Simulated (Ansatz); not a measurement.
## BaSr in Ansatz: convergence with scf exx energy threshold

The system is BaSr.

```
CELL_PARAMETERS angstrom
3.97179 0.00000 0.00000
-1.98589 3.43967 0.00000
0.00000 0.00000 5.29317
ATOMIC_POSITIONS crystal
Ba 0.66667 0.33333 0.50000
Sr 0.00000 0.00000 0.00000
```

The cell was built by a generator and needn't be a form met in nature.

- Program: Ansatz 0.2.0
- Task: convergence study
- Functional: HSE06
- Potentials or basis: JTH PAW
- Cutoff: 690 eV (not typed: the program's choice for these potentials)
- k mesh: 4 × 4 × 3
- Occupations: fermi-dirac, width 0.1 eV
- Spin: no spin polarisation

These are the settings of the first run; the series varies scf exx energy threshold, with any setting tied to it.

Hardware: 2 threads of Arm Neoverse V2, on a shared host.

| scf exx energy threshold | energy less the tightest run, at zero smearing (meV/atom) | SCF cycles | CPU time (s) | peak memory (GiB) |
| --- | --- | --- | --- | --- |
| 0.01 | 0.00 | 22 | 35 | 1.4 |
| 0.001 | 0.00 | 22 | 35 | 1.4 |
| 0.0001 | 0.00 | 22 | 35 | 1.4 |
| 1e-05 | 0.00 | 22 | 35 | 1.3 |
| 1e-06 | 0.00 | 23 | 36 | 1.4 |
| 1e-07 | 0.00 | 24 | 35 | 1.4 |

Against the tightest run, the energy stays within 1 meV/atom from 0.01 on. The tightest run that finished is the yardstick and may itself not be fully converged.

Caveat, for the tightest run too: the k mesh is coarse (spacing up to 0.46 Å⁻¹), so the values aren't converged, least of all with exact exchange. The run has no spin-orbit coupling, so splittings on Ba are missing.
